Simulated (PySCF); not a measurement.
# C7H13BO2: NMR shifts in solvents

Aim: compute the NMR shifts of C7H13BO2 (`OB(O)[C@H]1[C@@H]2CCCC[C@@H]21`), and see what a dielectric continuum does where one was used.

Computed with PySCF 2.14.0, with density-fitted response routines of our own, on a single molecule, in the gas phase or a continuum. Atoms are numbered from 0 throughout.

## (1) The molecule as given

23 atoms, charge 0, multiplicity 1; geometry from: GFN2-xTB.

Bonds of the start (Å): O0–B1 1.35, B1–O2 1.37, B1–C3 1.57, C3–C4 1.52, C4–C5 1.52, C5–C6 1.53, C6–C7 1.52, C7–C8 1.53, C8–C9 1.51, C9–C3 1.51, C9–C4 1.49, O0–H10 0.96, O2–H11 0.95, C3–H12 1.09, C4–H13 1.08, C5–H14 1.09, C5–H15 1.09, C6–H16 1.09, C6–H17 1.09, C7–H18 1.09, C7–H19 1.09, C8–H20 1.09, C8–H21 1.09, C9–H22 1.08.

## (2) Optimising the geometry at PBE0-D3(BJ)/def2-SVP

What the job is given:

```
{"job": {"xc": "PBE0", "basis": "def2-SVP", "d3": "d3bj", "grid": 1, "kind": "geom"}, "charge": 0, "multiplicity": 1}
O      3.274395    -0.545167     0.558176
B      2.609713     0.520106     0.056576
O      3.349777     1.608036    -0.315266
C      1.046772     0.457104    -0.074820
C      0.354475    -0.840264    -0.458086
C     -0.828607    -0.799273    -1.406223
C     -2.151852    -0.632182    -0.659207
C     -2.071613     0.543223     0.308297
C     -1.094702     0.222182     1.437314
C      0.223792    -0.318842     0.932581
H      4.222458    -0.417408     0.602429
H      2.862330     2.347388    -0.672528
H      0.557523     1.347260    -0.460145
H      1.012444    -1.689817    -0.588487
H     -0.711590     0.029226    -2.110749
H     -0.856384    -1.720426    -1.991415
H     -2.372048    -1.542720    -0.097574
H     -2.958178    -0.475694    -1.378822
H     -3.055894     0.750601     0.734109
H     -1.751745     1.436676    -0.231599
H     -0.920756     1.112664     2.048262
H     -1.546663    -0.535323     2.083909
H      0.801602    -0.830364     1.693348
```

Launch:

```bash
$ OMP_NUM_THREADS=1 python probes_run.py task.json out
```

One launch serves the whole session: the jobs run in the order shown.

Standard output:

```text
step   0  E = -449.14932657  max force = 0.012647
step   1  E = -449.15139984  max force = 0.002455
step   2  E = -449.15147561  max force = 0.000828
step   3  E = -449.15150616  max force = 0.000578
step   4  E = -449.15154245  max force = 0.001459
step   5  E = -449.15153979  max force = 0.002892
step   6  E = -449.15152239  max force = 0.002980
step   7  E = -449.15157645  max force = 0.000876
step   8  E = -449.15160156  max force = 0.000697
step   9  E = -449.15161198  max force = 0.000533
step  10  E = -449.15162421  max force = 0.000211
optimisation converged
```

Wall time 10 min (1 thread, shared host).

Along the way:

```
step  energy from step 0 (eV)  largest force component (eV/Å)
   0                   0.0000                          0.6503
   1                  -0.0564                          0.1262
   2                  -0.0585                          0.0426
   3                  -0.0593                          0.0297
   4                  -0.0603                          0.0750
   5                  -0.0602                          0.1487
   6                  -0.0598                          0.1532
   7                  -0.0612                          0.0450
   8                  -0.0619                          0.0358
   9                  -0.0622                          0.0274
  10                  -0.0625                          0.0109
```

Distances of close pairs at the start and the end, largest changes first:

```
  bond  before (Å)  after (Å)  change (Å)
 B1–C3       1.570      1.555      -0.014
C7–H19       1.092      1.105      +0.013
C6–H16       1.092      1.105      +0.013
C4–H13       1.082      1.094      +0.012
C3–H12       1.086      1.098      +0.011
C9–H22       1.084      1.095      +0.011
C8–H21       1.094      1.105      +0.011
 O0–B1       1.352      1.363      +0.011
```

The end geometry stands in the next job.

```
                         at the end point                value
  point group (found at 0.08 Å tolerance)                   C1
rotational constants (GHz, main isotopes)  2.750, 0.747, 0.718
                        dipole moment (D)                 1.24
```

## (3) Shielding tensors: PBE0/pcSseg-1 in dichloromethane

What the job is given:

```
{"job": {"kind": "nmr", "xc": "PBE0", "basis": "pcSseg-1", "solvent": "dichloromethane", "pop": true}, "charge": 0, "multiplicity": 1}
O      3.286410    -0.307530     0.687385
B      2.634712     0.765510     0.157407
O      3.370829     1.892619    -0.092306
C      1.110112     0.647309    -0.126824
C      0.540858    -0.688702    -0.583738
C     -0.560527    -0.713232    -1.634186
C     -1.961846    -0.534296    -1.052161
C     -2.011061     0.585211    -0.020746
C     -1.135852     0.243953     1.181116
C      0.258372    -0.197842     0.799148
H      4.222193    -0.119418     0.815936
H      2.841581     2.603171    -0.463631
H      0.599027     1.518129    -0.557067
H      1.281845    -1.489979    -0.659887
H     -0.372975     0.074560    -2.384659
H     -0.511676    -1.665472    -2.185058
H     -2.278878    -1.473068    -0.563627
H     -2.682173    -0.349236    -1.865144
H     -3.046041     0.758132     0.314330
H     -1.681004     1.532801    -0.483656
H     -1.083971     1.095397     1.880949
H     -1.615485    -0.581390     1.736798
H      0.816125    -0.690745     1.601846
```

With the program's defaults for keys left out, this is: GIAO PBE0/pcSseg-1 NMR shielding, non-relativistic, IEF-PCM dichloromethane.

Standard output:

```text
coarse grid: 18920 points
cycle   1  E = -449.1778057277  dE =  1.473e+00  |g| = 8.878e-01  |ddm| = 4.218e+00
cycle   2  E = -449.0803721508  dE =  9.743e-02  |g| = 1.173e+00  |ddm| = 1.398e+00
cycle   3  E = -449.3299476097  dE = -2.496e-01  |g| = 7.501e-02  |ddm| = 8.208e-01
cycle   4  E = -449.3309094132  dE = -9.618e-04  |g| = 3.386e-02  |ddm| = 8.445e-02
cycle   5  E = -449.3311704458  dE = -2.610e-04  |g| = 7.934e-03  |ddm| = 3.599e-02
cycle   6  E = -449.3311840943  dE = -1.365e-05  |g| = 1.731e-03  |ddm| = 1.030e-02
cycle   7  E = -449.3311847226  dE = -6.283e-07  |g| = 4.771e-04  |ddm| = 1.853e-03
final grid: 181920 points
cycle   8  E = -449.4101731494  dE = -8.197e-05  |g| = 1.074e-02  |ddm| = 4.777e-02
cycle   9  E = -449.4101543126  dE =  1.884e-05  |g| = 1.435e-02  |ddm| = 2.162e-02
cycle  10  E = -449.4102006497  dE = -4.634e-05  |g| = 9.189e-04  |ddm| = 1.237e-02
cycle  11  E = -449.4102008059  dE = -1.563e-07  |g| = 2.997e-04  |ddm| = 9.917e-04
cycle  12  E = -449.4102008225  dE = -1.660e-08  |g| = 8.551e-05  |ddm| = 3.008e-04
cycle  13  E = -449.4102008240  dE = -1.441e-09  |g| = 2.048e-05  |ddm| = 1.020e-04
cycle  14  E = -449.4102008241  dE = -8.049e-11  |g| = 6.179e-06  |ddm| = 1.938e-05
converged SCF energy = -449.4102008241

GIAO shielding tensors (ppm)
atom      isotropic    diamagn.    paramagn.     s11        s22        s33       span
  0 O      233.494     388.131    -154.636    136.629    274.982    288.872    152.242
  1 B       69.147     194.983    -125.835     41.469     73.619     92.354     50.884
  2 O      206.133     386.665    -180.532     82.244    264.378    271.778    189.534
  3 C      173.402     259.915     -86.513    136.295    169.214    214.697     78.402
  4 C      165.800     251.722     -85.921    135.780    161.019    200.602     64.821
  5 C      158.191     244.704     -86.513    146.280    158.770    169.522     23.241
  6 C      159.867     245.978     -86.111    155.136    159.927    164.538      9.402
  7 C      163.523     248.018     -84.495    158.260    161.926    170.382     12.122
  8 C      158.515     243.952     -85.438    153.351    158.766    163.428     10.077
  9 C      163.271     250.341     -87.071    135.106    159.488    195.218     60.113
 10 H       27.516      27.418       0.099     20.733     22.710     39.107     18.374
 11 H       26.618      32.281      -5.663     20.122     24.994     34.739     14.617
 12 H       31.977      35.645      -3.668     24.289     33.171     38.472     14.182
 13 H       30.270      33.347      -3.076     22.362     29.131     39.318     16.956
 14 H       29.892      30.164      -0.272     24.165     29.305     36.205     12.039
 15 H       29.302      29.554      -0.252     24.103     27.625     36.178     12.075
 16 H       30.242      29.819       0.423     26.052     27.917     36.757     10.705
 17 H       30.001      28.425       1.576     25.038     27.381     37.583     12.544
 18 H       30.006      28.925       1.081     24.732     27.349     37.937     13.205
 19 H       30.329      31.188      -0.858     26.200     29.070     35.719      9.519
 20 H       29.463      29.864      -0.401     24.480     27.615     36.295     11.815
 21 H       29.544      30.161      -0.617     24.723     27.290     36.618     11.894
 22 H       30.221      33.153      -2.932     22.487     28.978     39.198     16.711
```

Wall time 2.5 min (1 thread, shared host).

Shifts follow as δ = σ(reference) − σ, with reference shieldings (ppm) from runs at the same level and on the same kind of geometry: ¹H TMS 31.24, ¹³C TMS 185.3, ¹⁷O H2O 342.0, ¹¹B BF3·OEt2 101.3. The references are single molecules in the same continuum, so shifts against H2O, NH3, PH3, H3PO4 or CFCl3 are not on the usual liquid scales and can be off by tens of ppm. Atoms listed in one row are averaged.

```
   atoms                               environment  σ (ppm)  δ (ppm)
  C5, C8                         sp3 CH2 in a ring    158.4     27.0
  C6, C7                         sp3 CH2 in a ring    161.7     23.6
  C4, C9                three-membered-ring carbon    164.5     20.8
      C3                three-membered-ring carbon    173.4     11.9
H10, H11         hydrogen on an oxygen bonded to B    27.07     4.18
H15, H21          hydrogen on an sp3 CH2 in a ring    29.42     1.82
H14, H20          hydrogen on an sp3 CH2 in a ring    29.68     1.57
H16, H18          hydrogen on an sp3 CH2 in a ring    30.12     1.12
H17, H19          hydrogen on an sp3 CH2 in a ring    30.17     1.08
H13, H22  hydrogen on a three-membered-ring carbon    30.25     1.00
     H12  hydrogen on a three-membered-ring carbon    31.98    -0.73
  O0, O2                     oxygen bonded to B, H    219.8    122.2
      B1                    boron bonded to C, 2 O     69.1     32.1
```

Charges from the same density, by scheme (e):

```
 atoms  Mulliken    IAO  Hirshfeld  ESP fit
O0, O2     -0.44  -0.57      -0.27    -0.75
    B1      0.60   0.50       0.23     0.73
    C3     -0.39  -0.32      -0.13    -0.46
C4, C9     -0.23  -0.12      -0.04    -0.06
C5, C8     -0.14  -0.26      -0.07    -0.12
C6, C7     -0.24  -0.25      -0.07    -0.03
```

Mayer bond orders: O0–B1 1.22, B1–O2 1.22, B1–C3 0.93, C3–C4 0.88, C4–C5 1.02, C5–C6 1.04, C6–C7 1.03, C7–C8 1.04, C8–C9 1.04, C9–C3 0.89, C9–C4 0.95.

Ring of atoms C3, C4, C9: NICS(0) -45.7, NICS(1) -8.7, NICS(1)zz -25.3 ppm (means of both faces).

In rings of three or four atoms NICS is ruled by the nearby σ bonds, so it says little on aromaticity.

Ring of atoms C4, C5, C6, C7, C8, C9: NICS(0) -4.5, NICS(1) -3.2, NICS(1)zz 1.8 ppm (means of both faces; NICS(1) differs between them: -4.7 and -1.8).

## (4) Nuclear shieldings: PBE0/pcSseg-1 in tetrahydrofuran

Same as in step 3 but for these lines:

```diff
@@ -1,2 +1,2 @@
-{"job": {"kind": "nmr", "xc": "PBE0", "basis": "pcSseg-1", "solvent": "dichloromethane", "pop": true}, "charge": 0, "multiplicity": 1}
+{"job": {"kind": "nmr", "xc": "PBE0", "basis": "pcSseg-1", "solvent": "tetrahydrofuran", "pop": false}, "charge": 0, "multiplicity": 1}
 O      3.286410    -0.307530     0.687385
```

With the program's defaults for keys left out, this is: GIAO PBE0/pcSseg-1 NMR shielding, non-relativistic, IEF-PCM tetrahydrofuran.

Standard output:

```text
coarse grid: 18920 points
cycle   1  E = -449.1772188175  dE =  1.474e+00  |g| = 8.882e-01  |ddm| = 4.218e+00
cycle   2  E = -449.0794413466  dE =  9.778e-02  |g| = 1.174e+00  |ddm| = 1.400e+00
cycle   3  E = -449.3295835960  dE = -2.501e-01  |g| = 7.517e-02  |ddm| = 8.220e-01
cycle   4  E = -449.3305497930  dE = -9.662e-04  |g| = 3.392e-02  |ddm| = 8.477e-02
cycle   5  E = -449.3308116118  dE = -2.618e-04  |g| = 7.956e-03  |ddm| = 3.607e-02
cycle   6  E = -449.3308253427  dE = -1.373e-05  |g| = 1.728e-03  |ddm| = 1.036e-02
cycle   7  E = -449.3308259711  dE = -6.284e-07  |g| = 4.703e-04  |ddm| = 1.861e-03
final grid: 181920 points
cycle   8  E = -449.4098177512  dE = -8.196e-05  |g| = 1.074e-02  |ddm| = 4.779e-02
cycle   9  E = -449.4097988472  dE =  1.890e-05  |g| = 1.436e-02  |ddm| = 2.162e-02
cycle  10  E = -449.4098452356  dE = -4.639e-05  |g| = 9.216e-04  |ddm| = 1.239e-02
cycle  11  E = -449.4098453931  dE = -1.575e-07  |g| = 2.990e-04  |ddm| = 9.996e-04
cycle  12  E = -449.4098454096  dE = -1.650e-08  |g| = 8.604e-05  |ddm| = 3.005e-04
cycle  13  E = -449.4098454111  dE = -1.455e-09  |g| = 2.075e-05  |ddm| = 1.026e-04
cycle  14  E = -449.4098454112  dE = -8.549e-11  |g| = 6.293e-06  |ddm| = 1.953e-05
converged SCF energy = -449.4098454112

GIAO shielding tensors (ppm)
atom      isotropic    diamagn.    paramagn.     s11        s22        s33       span
  0 O      233.335     388.066    -154.731    136.526    274.816    288.664    152.139
  1 B       69.157     194.978    -125.820     41.512     73.596     92.364     50.851
  2 O      206.033     386.626    -180.593     82.340    264.027    271.733    189.392
  3 C      173.353     259.923     -86.570    136.250    169.158    214.650     78.400
  4 C      165.783     251.704     -85.921    135.744    161.042    200.562     64.818
  5 C      158.155     244.705     -86.550    146.227    158.758    169.481     23.254
  6 C      159.851     245.969     -86.118    155.125    159.913    164.515      9.390
  7 C      163.494     248.014     -84.520    158.229    161.899    170.355     12.126
  8 C      158.499     243.954     -85.455    153.339    158.744    163.415     10.076
  9 C      163.257     250.323     -87.066    135.078    159.513    195.180     60.101
 10 H       27.538      27.429       0.109     20.766     22.735     39.112     18.346
 11 H       26.653      32.296      -5.643     20.169     25.030     34.759     14.591
 12 H       31.997      35.666      -3.669     24.312     33.199     38.481     14.169
 13 H       30.262      33.336      -3.073     22.354     29.122     39.312     16.958
 14 H       29.896      30.169      -0.273     24.170     29.311     36.206     12.036
 15 H       29.302      29.555      -0.254     24.104     27.626     36.175     12.071
 16 H       30.241      29.817       0.424     26.051     27.916     36.756     10.704
 17 H       30.003      28.428       1.576     25.042     27.385     37.583     12.541
 18 H       30.007      28.929       1.078     24.735     27.351     37.934     13.200
 19 H       30.336      31.195      -0.859     26.207     29.078     35.722      9.515
 20 H       29.464      29.866      -0.401     24.483     27.616     36.294     11.811
 21 H       29.544      30.163      -0.618     24.725     27.291     36.617     11.892
 22 H       30.213      33.141      -2.928     22.479     28.968     39.192     16.713
```

Run time: 2.2 min. Hardware: 1 thread, shared host.

Key values: δ C5 27.0, C6 23.6, C4 20.8, C3 11.9, H10 4.15, H15 1.82 ppm (means over like atoms).

## (5) Side by side: NMR shifts

Shifts (ppm) of some atoms, chosen among heavy atoms and hydrogens apart, means over like atoms, with basis size and wall time:

```
                             run    C6    C4    C3   H10    H12     O0    B1  functions     time
PBE0/pcSseg-1 in dichloromethane  23.6  20.8  11.9  4.18  -0.73  122.2  32.1        235  2.5 min
PBE0/pcSseg-1 in tetrahydrofuran  23.6  20.8  11.9  4.15  -0.75  122.1  32.1        235  2.2 min
```

The continuum's effect on the ground state:

```
        solvent     ε  polarisation energy (Eh)  μ (D)
tetrahydrofuran  7.43                   -0.0091   1.72
dichloromethane  8.93                   -0.0095   1.74
```

## (6) Results

| quantity | value |
| --- | --- |
| point group | C1 |
| rotational constants (main isotopes) | 2.75, 0.75, 0.72 GHz |
| ¹³C shifts against TMS (PBE0/pcSseg-1, dichloromethane, means over atoms taken as alike) | 27.0, 23.6, 20.8, 11.9 ppm |
| ¹H shifts against TMS (PBE0/pcSseg-1, dichloromethane, means over atoms taken as alike) | 4.18, 1.82, 1.57, 1.12, 1.08, 1.00, -0.73 ppm |
| ¹⁷O shifts against H2O (PBE0/pcSseg-1, dichloromethane, means over atoms taken as alike) | 122.2 ppm |
| ¹¹B shifts against BF3·OEt2 (PBE0/pcSseg-1, dichloromethane) | 32.1 ppm |
| range of the shift of O0 | 122.1 to 122.2 ppm |

The optimisation took 10 steps and gained 0.063 eV; among the close pairs (by a distance rule), B1–C3 changed most, from 1.570 to 1.555 Å. No frequency check was run at this level, so the end point may be a saddle. At PBE0/pcSseg-1: The widest tensor belongs to O0, O2: span 171 ppm, with a paramagnetic part of -168 ppm. Across the 2 runs the shift of O0 (with its like atoms) moves most, between 122.1 (PBE0/pcSseg-1 in tetrahydrofuran) and 122.2 ppm (PBE0/pcSseg-1 in dichloromethane). The continuum holds electrostatics alone: no hydrogen bonds to the solvent, and the gas-phase geometry is kept.
